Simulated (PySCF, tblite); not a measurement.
**C₅H₇F₃N radical: geometry, infrared bands and EPR parameters**

Aim: predict the infrared bands and EPR parameters of C₅H₇F₃N radical (`CCN[CH]C(F)=C(F)F`).

Programs: tblite 0.8.0 and PySCF 2.14.0, with density-fitted response routines of our own. Each step states its level of theory. These are calculated values for one molecule in the gas phase, unless marked as measured. Atoms are numbered from 0 throughout.

## Step 1: The starting structure

16 atoms, charge 0, multiplicity 2; geometry from: force field or distance geometry start.

Bonds of the start (Å): C0–C1 1.51, C1–N2 1.47, N2–C3 1.47, C3–C4 1.45, C4–F5 1.35, C4–C6 1.34, C6–F7 1.34, C6–F8 1.36, C0–H9 1.10, C0–H10 1.10, C0–H11 1.10, C1–H12 1.08, C1–H13 1.11, N2–H14 1.02, C3–H15 1.07.

## Step 2: Optimising the geometry with GFN2-xTB

Job settings and geometry (Å):

```
{"job": {"kind": "relax", "xc": "GFN2-xTB", "basis": "xTB"}, "charge": 0, "multiplicity": 2}
C     -2.781400    -0.091300     0.197100
C     -1.442500    -0.503300    -0.368500
N     -0.417100     0.478400    -0.000000
C      0.902800     0.123300    -0.530700
C      2.083700     0.418000     0.251800
F      1.889900     0.957700     1.468600
C      3.334200     0.197000    -0.179000
F      3.572100    -0.346000    -1.385500
F      4.381900     0.504000     0.623600
H     -3.558100    -0.825100    -0.069600
H     -3.102300     0.881100    -0.204300
H     -2.769000    -0.020500     1.292400
H     -1.522600    -0.599300    -1.438300
H     -1.169400    -1.492300     0.044900
H     -0.417500     0.661300     1.005900
H      1.007900    -0.334000    -1.493700
```

Command:

```bash
OMP_NUM_THREADS=1 python probes_run.py task.json out
```

This one command runs all jobs of the session in turn.

The program printed:

```text
step      E/eV     max force
  0    -851.93152    3.225
  1    -852.20612    1.369
  2    -852.27570    0.786
  3    -852.32202    0.484
  4    -852.33503    0.273
  5    -852.34656    0.313
  6    -852.35207    0.272
  7    -852.35672    0.181
  8    -852.35931    0.131
  9    -852.36249    0.156
 10    -852.36522    0.176
 11    -852.36701    0.123
 12    -852.36790    0.069
 13    -852.36868    0.084
 14    -852.36970    0.086
 15    -852.37082    0.095
 16    -852.37193    0.092
 17    -852.37314    0.091
 18    -852.37475    0.106
 19    -852.37675    0.129
 20    -852.37876    0.115
 21    -852.38034    0.092
 22    -852.38158    0.094
 23    -852.38278    0.097
 24    -852.38402    0.108
 25    -852.38532    0.095
 26    -852.38668    0.087
 27    -852.38812    0.126
 28    -852.38960    0.139
 29    -852.39105    0.119
 30    -852.39245    0.091
 31    -852.39381    0.087
 32    -852.39513    0.086
 33    -852.39645    0.088
 34    -852.39772    0.083
 35    -852.39872    0.070
 36    -852.39934    0.054
 37    -852.39981    0.062
 38    -852.40040    0.057
 39    -852.40109    0.065
 40    -852.40167    0.053
 41    -852.40203    0.045
 42    -852.40230    0.050
 43    -852.40265    0.049
 44    -852.40297    0.042
 45    -852.40317    0.028
 46    -852.40327    0.025
 47    -852.40334    0.023
 48    -852.40345    0.027
 49    -852.40359    0.037
 50    -852.40374    0.039
 51    -852.40388    0.030
 52    -852.40404    0.035
 53    -852.40423    0.046
 54    -852.40443    0.044
 55    -852.40464    0.041
 56    -852.40487    0.039
 57    -852.40517    0.045
 58    -852.40554    0.050
 59    -852.40586    0.039
 60    -852.40604    0.025
 61    -852.40614    0.024
 62    -852.40623    0.027
 63    -852.40633    0.031
 64    -852.40644    0.021
 65    -852.40653    0.021
 66    -852.40660    0.017
 67    -852.40665    0.016
 68    -852.40671    0.017
 69    -852.40676    0.016
 70    -852.40681    0.031
 71    -852.40687    0.023
 72    -852.40695    0.021
 73    -852.40702    0.024
 74    -852.40711    0.025
 75    -852.40720    0.028
 76    -852.40730    0.030
 77    -852.40741    0.027
 78    -852.40754    0.035
 79    -852.40766    0.037
 80    -852.40778    0.030
 81    -852.40792    0.025
 82    -852.40808    0.030
 83    -852.40826    0.031
 84    -852.40844    0.033
 85    -852.40856    0.025
 86    -852.40866    0.029
 87    -852.40878    0.028
 88    -852.40890    0.023
 89    -852.40900    0.020
 90    -852.40906    0.017
 91    -852.40910    0.016
 92    -852.40914    0.016
 93    -852.40921    0.020
 94    -852.40932    0.024
 95    -852.40945    0.029
 96    -852.40956    0.026
 97    -852.40965    0.025
 98    -852.40976    0.025
 99    -852.40990    0.027
100    -852.41006    0.021
101    -852.41015    0.018
102    -852.41022    0.021
103    -852.41029    0.023
104    -852.41040    0.028
105    -852.41053    0.024
106    -852.41065    0.028
107    -852.41075    0.023
108    -852.41084    0.024
109    -852.41091    0.024
110    -852.41099    0.020
111    -852.41105    0.013
112    -852.41111    0.013
113    -852.41116    0.015
114    -852.41123    0.015
115    -852.41130    0.015
116    -852.41134    0.015
117    -852.41136    0.011
118    -852.41137    0.011
119    -852.41140    0.013
120    -852.41141    0.010
121    -852.41143    0.009
```

Run time: 0.54 s. Hardware: 1 thread of Arm Neoverse V2, shared host.

Step by step: (not every step is listed)

| step | energy from step 0 (eV) | largest force (eV/Å) |
| --- | --- | --- |
| 0 | 0.0000 | 3.2253 |
| 1 | -0.2746 | 1.3687 |
| 2 | -0.3442 | 0.7860 |
| 3 | -0.3905 | 0.4843 |
| 4 | -0.4035 | 0.2728 |
| 5 | -0.4150 | 0.3126 |
| 6 | -0.4206 | 0.2716 |
| 7 | -0.4252 | 0.1806 |
| 8 | -0.4278 | 0.1315 |
| 18 | -0.4432 | 0.1064 |
| 28 | -0.4581 | 0.1388 |
| 38 | -0.4689 | 0.0574 |
| 48 | -0.4719 | 0.0271 |
| 58 | -0.4740 | 0.0504 |
| 68 | -0.4752 | 0.0173 |
| 78 | -0.4760 | 0.0348 |
| 88 | -0.4774 | 0.0227 |
| 98 | -0.4782 | 0.0250 |
| 108 | -0.4793 | 0.0245 |
| 116 | -0.4798 | 0.0153 |
| 117 | -0.4798 | 0.0112 |
| 118 | -0.4799 | 0.0110 |
| 119 | -0.4799 | 0.0132 |
| 120 | -0.4799 | 0.0100 |
| 121 | -0.4799 | 0.0095 |

Distances of close pairs at the start and the end, largest changes first:

| bond | before (Å) | after (Å) | change (Å) |
| --- | --- | --- | --- |
| N2–C3 | 1.466 | 1.359 | -0.108 |
| C3–C4 | 1.447 | 1.386 | -0.061 |
| C1–N2 | 1.467 | 1.437 | -0.030 |
| C4–C6 | 1.341 | 1.371 | +0.030 |
| C6–F8 | 1.355 | 1.333 | -0.022 |
| C4–F5 | 1.345 | 1.362 | +0.017 |
| C0–H9 | 1.101 | 1.086 | -0.015 |
| C1–H12 | 1.077 | 1.092 | +0.015 |

The end geometry stands in the next job.

## Step 3: Harmonic vibrations with GFN2-xTB

Job settings and geometry (Å):

```
{"job": {"kind": "ir", "xc": "GFN2-xTB", "basis": "xTB"}, "charge": 0, "multiplicity": 2}
C     -2.741599     0.111172     0.044032
C     -1.493517    -0.718359    -0.238275
N     -0.324771    -0.062500     0.279677
C      0.884373    -0.066519    -0.339664
C      2.042102     0.376316     0.280449
F      1.945872     0.769317     1.581127
C      3.287000     0.456642    -0.287365
F      3.519396     0.096689    -1.557964
F      4.397542     0.873288     0.319998
H     -3.618665    -0.385525    -0.360538
H     -2.652740     1.092531    -0.414001
H     -2.880149     0.238401     1.115107
H     -1.361012    -0.845112    -1.315034
H     -1.609334    -1.715617     0.211452
H     -0.328873     0.173414     1.261667
H      0.926777    -0.385195    -1.365923
```

The program printed:

```text
mode    cm-1     km/mol
  1      12.4      0.43
  2      63.7      0.65
  3      95.1      0.04
  4     122.4      0.92
  5     153.5      2.81
  6     183.3      4.24
  7     189.5      2.47
  8     224.8      2.88
  9     303.7      2.36
 10     329.4     12.72
 11     401.9      2.06
 12     439.9     28.81
 13     464.0     73.05
 14     497.1      6.40
 15     555.8      3.46
 16     699.8     51.20
 17     809.9     36.28
 18     831.0     46.10
 19     939.8     29.81
 20    1036.5    174.56
 21    1076.3     10.03
 22    1096.1     31.15
 23    1157.2     49.54
 24    1206.5    236.68
 25    1213.2     25.55
 26    1249.2     29.63
 27    1278.7     27.36
 28    1314.4     11.37
 29    1361.8     83.52
 30    1408.7     11.46
 31    1468.1      2.91
 32    1489.0      5.86
 33    1494.1      3.64
 34    1557.1      0.94
 35    1611.9    294.39
 36    2868.3     66.59
 37    2983.6     19.50
 38    3042.5     29.58
 39    3053.1     21.49
 40    3058.1     23.82
 41    3135.3     13.26
 42    3433.2     22.18
```

Wall time 0.37 s (1 thread of Arm Neoverse V2, shared host).

Which atoms move in the most intense modes:

| cm⁻¹ | km/mol | atoms |
| --- | --- | --- |
| 464 | 73.0 | H14 55 %, C3 12 %, N2 12 % |
| 700 | 51.2 | H15 75 %, C3 14 %, H14 11 % |
| 1036 | 174.6 | C4 30 %, C6 13 %, F5 12 % |
| 1157 | 49.5 | C1 28 %, N2 25 %, H12 12 % |
| 1206 | 236.7 | C6 69 %, F7 13 %, F8 13 % |
| 1362 | 83.5 | H14 24 %, H12 23 %, C1 15 %, C4 14 % |
| 1612 | 294.4 | C4 35 %, C3 29 %, C6 21 %, N2 10 % |
| 2868 | 66.6 | H13 93 % |

## Step 4: g tensor and hyperfine couplings: B3LYP/pcH-1

The job, as its differences from that of step 3:

```diff
@@ -1,2 +1,2 @@
-{"job": {"kind": "ir", "xc": "GFN2-xTB", "basis": "xTB"}, "charge": 0, "multiplicity": 2}
+{"job": {"kind": "epr", "basis": "pcH-1"}, "charge": 0, "multiplicity": 2}
 C     -2.741599     0.111172     0.044032
```

With the program's defaults for keys left out, this is: UKS B3LYP, pcH-1 on C F H N, non-relativistic, mean-field spin-orbit, GIAO.

The program printed:

```text
UKS, coarse grid
  cycle   1  E = -548.85619332  |g| = 5.90e-01
  cycle   2  E = -548.64557771  |g| = 9.81e-01
  cycle   3  E = -548.97249052  |g| = 1.02e-01
  cycle   4  E = -548.97609744  |g| = 6.17e-02
  cycle   5  E = -548.97781405  |g| = 1.61e-02
  cycle   6  E = -548.97795288  |g| = 6.27e-03
  cycle   7  E = -548.97799079  |g| = 3.17e-03
  cycle   8  E = -548.97800113  |g| = 1.49e-03
  cycle   9  E = -548.97800185  |g| = 5.40e-04
UKS, final grid
  cycle   1  E = -548.97803207  |g| = 8.24e-04
  cycle   2  E = -548.97803165  |g| = 1.34e-03
  cycle   3  E = -548.97803235  |g| = 7.93e-05
  cycle   4  E = -548.97803236  |g| = 3.37e-05
  cycle   5  E = -548.97803236  |g| = 2.52e-05
E = -548.97803236 Eh   <S^2> = 0.7717 (exact 0.7500)
g shifts (ppm)      1          2          3
  rmc          -220       -220       -220
  gc              8         53         46
  oz_so        -153       1501       2080
  total        -365       1334       1906
hyperfine (MHz)  atom isotope    a_iso     a_fc   dipolar eigenvalues
    0   13C       8.07       8.07     -0.64     -0.59      1.23
    1   13C      -3.91      -3.91     -1.36     -0.67      2.03
    2   14N      11.09      11.09    -11.93    -11.59     23.52
    3   13C      37.43      37.43    -43.31    -41.89     85.20
    4   13C     -55.30     -55.30    -27.58     11.88     15.70
    5   19F     -27.09     -27.09    -63.96     22.15     41.81
    6   13C      65.69      65.69    -55.21    -53.47    108.68
    7   19F      74.25      74.25   -125.12    -92.09    217.21
    8   19F      86.20      86.20   -147.59   -116.27    263.86
    9    1H       0.72       0.72     -0.90     -0.79      1.69
   10    1H      -0.54      -0.54     -1.73     -1.33      3.06
   11    1H      -0.35      -0.35     -1.41     -1.29      2.71
   12    1H       3.03       3.03     -2.60     -2.35      4.95
   13    1H      27.40      27.40     -2.26     -1.99      4.25
   14    1H     -14.22     -14.22    -13.28     -4.44     17.72
   15    1H     -34.20     -34.20    -18.26     -1.10     19.36
```

It took 80 s on 1 thread of Arm Neoverse V2, shared host; peak memory 0.96 GiB.

Principal g values 2.00195, 2.00365, 2.00423; g(iso) = 2.00328, against 2.00232 for a free electron.

Hyperfine couplings; where a row names several nuclei, a(iso) is their mean (it holds for fast rotation or exchange) and the dipolar term the largest among them:

| nuclei | isotope | a(iso) (MHz) | a(iso) (G, at g = 2.0023) | largest dipolar term (MHz) |
| --- | --- | --- | --- | --- |
| F8 | 19F | 86.2 | 30.8 | 263.9 |
| F7 | 19F | 74.2 | 26.5 | 217.2 |
| C6 | 13C | 65.7 | 23.4 | 108.7 |
| C4 | 13C | -55.3 | -19.7 | -27.6 |
| C3 | 13C | 37.4 | 13.4 | 85.2 |
| H15 | 1H | -34.2 | -12.2 | 19.4 |
| F5 | 19F | -27.1 | -9.7 | -64.0 |
| H12, H13 | 1H | 15.2 | 5.4 | 4.9 |
| H14 | 1H | -14.2 | -5.1 | 17.7 |
| N2 | 14N | 11.1 | 4.0 | 23.5 |
| C0 | 13C | 8.1 | 2.9 | 1.2 |
| C1 | 13C | -3.9 | -1.4 | 2.0 |
| H9, H10, H11 | 1H | -0.1 | 0.0 | 3.1 |

Mulliken spin populations:

C0 0.00; C1 -0.01; N2 0.18; C3 0.51; C4 -0.19; F5 -0.01; C6 0.48; F7 0.02; F8 0.03; H9 0.00; H10 0.00; H11 0.00; H12 0.00; H13 0.02; H14 -0.01; H15 -0.02

In first order the couplings over 0.8 MHz of 19F, 1H, 14N give 288 distinct lines over 103.0 G, if the averaged nuclei exchange fast.

Orbitals, density, ELF and potential are computed afterwards from the orbital file.

ELF in a plane through or near 12 of the atoms.

Ten even steps from ' ' (0.00) to '@' (1.00):
```
                                                        
                                                        
                                                        
                  ....                                  
                ==####++..  ..      ++%%**..            
          ::    **%%%%##::  ##++    @@@@@@**            
        --**--  ==####**  ==@@%%....@@@@@@##            
      ::##%%**  ..++##..  ++@@##....@@@@@@==            
      ==%%++##::**--..==..++####::::##%%**--..          
      ++%%##%%  %%==..%%==%%==##++##--..%%%%##..        
      ::==::--::==++**::**##**##==##%%**@@@@@@==        
            **##--  ::##**==..--##**====@@@@@@--        
          ++##++**  ::@@@@**  ##@@@@..  %%@@%%          
        ..**%%####::..@@@@##  %%@@@@::  ..==::          
          ==####**..  @@@@==  %%@@@@--                  
          ..::--::    **##    ==@@%%..                  
                                                        
                                                        
                                                        
                                                        
```
The map spans 14.1 Å across and 8.7 Å up, centred on the molecule. Atoms in the plane (x, y in Å): C0 (2.7, 0.2), N2 (0.3, 0.3), C3 (-0.9, -0.3), C4 (-2.1, 0.4), F5 (-2.0, 1.8), C6 (-3.3, -0.1), F7 (-3.5, -1.4), F8 (-4.5, 0.6), H9 (3.6, -0.4), H11 (2.9, 1.2), H12 (1.4, -1.5), H15 (-0.9, -1.4).

On the surface of density 0.002 e/bohr³ the electrostatic potential runs, from the 1st to the 99th percentile, from -0.83 V near F5 to 1.70 V near H14.

The spin density lies nearest to C3, C6 about 29 % each; N2 14 %; C4 9 % (beta excess).

## Step 5: Outcome

| quantity | value |
| --- | --- |
| strongest single infrared mode (GFN2-xTB) | 1612 cm⁻¹, 294 km/mol |
| zero-point energy (GFN2-xTB) | 71.3 kcal/mol |
| g(iso) (B3LYP) | 2.00328 |
| ⟨S²⟩ | 0.772 (exact 0.75) |
| largest a(iso) (averaged by class) | 19F on F8, 86.2 MHz |
| surface potential, 1st and 99th percentile | -0.83 V and 1.70 V |

**Reading.** Over 121 steps the energy fell by 0.480 eV; of the close pairs, N2–C3 changed most, 1.466 to 1.359 Å. No mode is imaginary among the 42: a minimum at this level. The strongest single mode, at 1612 cm⁻¹, is spread over several atoms, C4, C3, C6, N2 among them. GFN2-xTB is a fitted tight-binding method: band positions and strengths are rough. Its intensities can rank the bands wrongly. The largest spin populations lie on C3 (0.51 e), C6 (0.48 e). The isotropic g lies 1.0 ppt above the free-electron value.
